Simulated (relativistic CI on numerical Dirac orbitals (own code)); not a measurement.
**Pr⁴⁺ (4f) in crystal fields: levels and magnetism**

How does a crystal field split the 4f shell of Pr⁴⁺, and what follows for the ground state and χT? 6 fields tried.

The numbers are computed with relativistic CI on numerical Dirac orbitals (own code) version 1 (Dirac-Coulomb-Breit CI, KLI orbitals optimised for each configuration, model QED (radiative potential, 1s self-energy scaled to tabulated hydrogen-like ionisation energies), one configuration in a parametric crystal field), except any that are marked as measured or tabulated.

**1. Starting point**

| Quantity | Value |
| --- | --- |
| ion | Pr⁴⁺ (Pr V) |
| nuclear charge | 59 |
| electrons | 55 |
| open shell | 4f |
| Slater scale | 1 |
| field 1 (cm⁻¹) | Oh, B40 = 3980, B60 = 920 |
| field 2 (cm⁻¹) | D3h, B20 = 270, B40 = -80, B60 = 370, B66 = 1020 |
| field 3 (cm⁻¹) | C2v, B20 = -920, B22 = 0, B40 = -70, B42 = -760, B44 = 440, B60 = -730, B62 = -280, B64 = -250, B66 = -350 |
| field 4 (cm⁻¹) | C2v, B20 = 250, B22 = 110, B40 = 260, B42 = 420, B44 = 470, B60 = -90, B62 = 320, B64 = -130, B66 = 470 |
| field 5 (cm⁻¹) | D3h, B20 = 830, B40 = -940, B60 = -20, B66 = 560 |
| field 6 (cm⁻¹) | Oh, B40 = 600, B60 = 220 |

The outer shells:

[Xe] 4f1
```
[Xe] core
4f [↑ ][  ][  ][  ][  ][  ][  ]
```

**2. Field 1: Oh, B40 = 3980, B60 = 920**

The run's settings:

```ini
atom Pr  Z=59  charge=4  electrons=55
nucleus A=141  rms_radius_fm=4.8919
hamiltonian dirac-coulomb  breit=on  qed=on  c_scale=1
orbitals kli  potential=per-configuration
slater_scale 1
correlation none
mixing on
configurations
  [Xe] 4f
end
crystal_field Oh B40=3980 B60=920
```

Results of the run (chosen fields of its result record, rounded):

```text
{
  "status": "converged",
  "cf_levels [E_cm, degeneracy, irrep, S_eff, L_eff, J_eff, g_principal]": [
    [0, 2, "G7", 0.5, 3, 2.503, [1.345, 1.345, 1.345]],
    [934.6, 4, "G8", 0.5, 3, 2.584, "-"],
    [2881.7, 2, "G7", 0.5, 3, 3.498, [3.347, 3.347, 3.347]],
    [3817.8, 4, "G8", 0.5, 3, 3.436, "-"],
    [4613.6, 2, "G6", 0.5, 3, 3.5, [2.667, 2.667, 2.667]]
  ],
  "chiT [K, cm3 K/mol]": [[2, 0.171455], [5, 0.174043], [10, 0.178357], [20, 0.186984], [50, 0.212866], [100, 0.256004], [200, 0.342465], [300, 0.427828]],
  "stabilisation [cm-1]": -766.041,
  "radial 4f [Ha, bohr]": {"<r^-3>(4f)": 5.4968, "<r^1>(4f)": 0.93634, "<r^2>(4f)": 1.0942, "<r^4>(4f)": 2.6658, "<r^6>(4f)": 12.136, "zeta(4f)": 0.0037675},
  "n_levels_all": 5,
  "free-ion levels [i, E_cm, J2, term, w_term]": [
    [0, 0, 5, "2F*", 1],
    [1, 2909.436, 7, "2F*", 1]
  ]
}
```

It took 0.17 s on 1 thread, shared host.

**3. Field 2: D3h, B20 = 270, B40 = -80, B60 = 370, B66 = 1020**

Changes to the settings of step 2:

```diff
@@ -10,2 +10,2 @@
 end
-crystal_field Oh B40=3980 B60=920
+crystal_field D3h B20=270 B40=-80 B60=370 B66=1020
```

Result record:

```text
{
  "status": "converged",
  "cf_levels [E_cm, degeneracy, irrep, S_eff, L_eff, J_eff, g_principal]": [
    [0, 2, "-", 0.5, 3, 2.516, [0.226, 0.226, 4.094]],
    [147.2, 2, "-", 0.5, 3, 2.5, [0.0, 0.0, 2.586]],
    [172.7, 2, "-", 0.5, 3, 2.501, [0.805, 2.592, 2.592]],
    [2873.2, 2, "-", 0.5, 3, 3.49, [2.686, 2.686, 3.1]],
    [3033.2, 2, "-", 0.5, 3, 3.5, [0.0, 0.0, 3.414]],
    [3108.6, 2, "-", 0.5, 3, 3.499, [1.195, 4.594, 4.594]],
    [3147.2, 2, "-", 0.5, 3, 3.498, [1.004, 2.912, 2.912]]
  ],
  "chiT [K, cm3 K/mol]": [[2, 0.531581], [5, 0.538318], [10, 0.549545], [20, 0.571997], [50, 0.637685], [100, 0.715303], [200, 0.769649], [300, 0.787471]],
  "stabilisation [cm-1]": -120.61,
  "n_levels_all": 7
}
```

Run time: 0.12 s. Hardware: 1 thread, shared host.

**4. Field 3: C2v, B20 = -920, B22 = 0, B40 = -70, B42 = -760, B44 = 440, B60 = -730, B62 = -280, B64 = -250, B66 = -350**

Changes to the settings of step 3:

```diff
@@ -10,2 +10,2 @@
 end
-crystal_field D3h B20=270 B40=-80 B60=370 B66=1020
+crystal_field C2v B20=-920 B22=0 B40=-70 B42=-760 B44=440 B60=-730 B62=-280 B64=-250 B66=-350
```

Result record:

```text
{
  "status": "converged",
  "cf_levels [E_cm, degeneracy, irrep, S_eff, L_eff, J_eff, g_principal]": [
    [0, 2, "-", 0.5, 3, 2.506, [0.178, 0.606, 3.232]],
    [272.7, 2, "-", 0.5, 3, 2.505, [1.729, 1.837, 1.847]],
    [577.8, 2, "-", 0.5, 3, 2.506, [0.667, 0.931, 3.947]],
    [2857.1, 2, "-", 0.5, 3, 3.496, [0.073, 1.255, 5.956]],
    [3176.7, 2, "-", 0.5, 3, 3.495, [0.009, 1.189, 3.972]],
    [3268.5, 2, "-", 0.5, 3, 3.497, [2.775, 2.832, 4.42]],
    [3567.1, 2, "-", 0.5, 3, 3.499, [0.222, 0.487, 7.566]]
  ],
  "chiT [K, cm3 K/mol]": [[2, 0.343057], [5, 0.348974], [10, 0.358836], [20, 0.378559], [50, 0.437662], [100, 0.530222], [200, 0.655633], [300, 0.719902]],
  "stabilisation [cm-1]": -297.44,
  "n_levels_all": 7
}
```

Run time: 0.12 s. Hardware: 1 thread, shared host.

**5. Field 4: C2v, B20 = 250, B22 = 110, B40 = 260, B42 = 420, B44 = 470, B60 = -90, B62 = 320, B64 = -130, B66 = 470**

Changes to the settings of step 4:

```diff
@@ -10,2 +10,2 @@
 end
-crystal_field C2v B20=-920 B22=0 B40=-70 B42=-760 B44=440 B60=-730 B62=-280 B64=-250 B66=-350
+crystal_field C2v B20=250 B22=110 B40=260 B42=420 B44=470 B60=-90 B62=320 B64=-130 B66=470
```

Result record:

```text
{
  "status": "converged",
  "cf_levels [E_cm, degeneracy, irrep, S_eff, L_eff, J_eff, g_principal]": [
    [0, 2, "-", 0.5, 3, 2.504, [0.509, 1.209, 2.305]],
    [189.5, 2, "-", 0.5, 3, 2.501, [0.969, 1.22, 3.007]],
    [277, 2, "-", 0.5, 3, 2.504, [0.079, 0.116, 4.088]],
    [2885.6, 2, "-", 0.5, 3, 3.496, [1.011, 1.842, 4.877]],
    [3065.7, 2, "-", 0.5, 3, 3.498, [0.309, 2.513, 3.084]],
    [3100.3, 2, "-", 0.5, 3, 3.5, [1.165, 3.08, 5.916]],
    [3260.1, 2, "-", 0.5, 3, 3.499, [0.766, 0.823, 7.713]]
  ],
  "chiT [K, cm3 K/mol]": [[2, 0.22721], [5, 0.238306], [10, 0.256799], [20, 0.293786], [50, 0.40428], [100, 0.562964], [200, 0.714486], [300, 0.764718]],
  "stabilisation [cm-1]": -162.913,
  "n_levels_all": 7
}
```

It took 0.12 s on 1 thread, shared host.

**6. Field 5: D3h, B20 = 830, B40 = -940, B60 = -20, B66 = 560**

Changes to the settings of step 5:

```diff
@@ -10,2 +10,2 @@
 end
-crystal_field C2v B20=250 B22=110 B40=260 B42=420 B44=470 B60=-90 B62=320 B64=-130 B66=470
+crystal_field D3h B20=830 B40=-940 B60=-20 B66=560
```

Result record:

```text
{
  "status": "converged",
  "cf_levels [E_cm, degeneracy, irrep, S_eff, L_eff, J_eff, g_principal]": [
    [0, 2, "-", 0.5, 3, 2.509, [0.145, 0.145, 4.152]],
    [405.2, 2, "-", 0.5, 3, 2.5, [0.889, 2.552, 2.552]],
    [487.3, 2, "-", 0.5, 3, 2.5, [0.0, 0.0, 2.587]],
    [2857.4, 2, "-", 0.5, 3, 3.495, [0.62, 0.62, 7.707]],
    [3302.6, 2, "-", 0.5, 3, 3.5, [1.111, 4.555, 4.555]],
    [3353.2, 2, "-", 0.5, 3, 3.498, [0.765, 0.765, 5.552]],
    [3372.8, 2, "-", 0.5, 3, 3.5, [0.0, 0.0, 3.413]]
  ],
  "chiT [K, cm3 K/mol]": [[2, 0.541806], [5, 0.544009], [10, 0.547681], [20, 0.555025], [50, 0.577058], [100, 0.614095], [200, 0.685699], [300, 0.735868]],
  "stabilisation [cm-1]": -305.826,
  "n_levels_all": 7
}
```

Run time: 0.12 s. Hardware: 1 thread, shared host.

**7. Field 6: Oh, B40 = 600, B60 = 220**

Changes to the settings of step 6:

```diff
@@ -10,2 +10,2 @@
 end
-crystal_field D3h B20=830 B40=-940 B60=-20 B66=560
+crystal_field Oh B40=600 B60=220
```

Result record:

```text
{
  "status": "converged",
  "cf_levels [E_cm, degeneracy, irrep, S_eff, L_eff, J_eff, g_principal]": [
    [0, 2, "G7", 0.5, 3, 2.5, [1.435, 1.435, 1.435]],
    [164.8, 4, "G8", 0.5, 3, 2.503, "-"],
    [2914.4, 2, "G7", 0.5, 3, 3.5, [3.437, 3.437, 3.437]],
    [3005.2, 4, "G8", 0.5, 3, 3.498, "-"],
    [3184.2, 2, "G6", 0.5, 3, 3.5, [2.667, 2.667, 2.667]]
  ],
  "chiT [K, cm3 K/mol]": [[2, 0.203369], [5, 0.218569], [10, 0.243902], [20, 0.29457], [50, 0.445477], [100, 0.63053], [200, 0.75321], [300, 0.785835]],
  "stabilisation [cm-1]": -114.38,
  "n_levels_all": 5
}
```

Run time: 0.15 s. Hardware: 1 thread, shared host.

**8. Comparison of the fields**

| field | ground state | degeneracy | S | J | first gap (cm⁻¹) | stabilisation (cm⁻¹) | χT at 2 K | χT at 300 K |
| --- | --- | --- | --- | --- | --- | --- | --- | --- |
| 1: Oh | G7 | 2 | 0.50 | 2.50 | 935 | -766 | 0.171 | 0.428 |
| 2: D3h | - | 2 | 0.50 | 2.52 | 147 | -121 | 0.532 | 0.787 |
| 3: C2v | - | 2 | 0.50 | 2.51 | 273 | -297 | 0.343 | 0.720 |
| 4: C2v | - | 2 | 0.50 | 2.50 | 189 | -163 | 0.227 | 0.765 |
| 5: D3h | - | 2 | 0.50 | 2.51 | 405 | -306 | 0.542 | 0.736 |
| 6: Oh | G7 | 2 | 0.50 | 2.50 | 165 | -114 | 0.203 | 0.786 |

χT is in cm³ K/mol; stabilisation counts from the free ion's lowest level; S and J come from the expectation values of their squares.

**9. Outcome**

| quantity | value |
| --- | --- |
| ground spin (effective S from ⟨S²⟩) | 1: 0.50, 2: 0.50, 3: 0.50, 4: 0.50, 5: 0.50, 6: 0.50 |
| χT at 300 K | 0.43 to 0.79 cm³ K/mol |
| most axial ground doublet | field 5, g = 0.15, 0.15, 4.15 |

In words: All fields leave the ground state at S = 1/2. J stays near 5/2: the field splits the free-ion level without mixing it much with others. The lowest doublet of field 5 is strongly axial. The field is a set of parameters, without covalency or charge transfer.
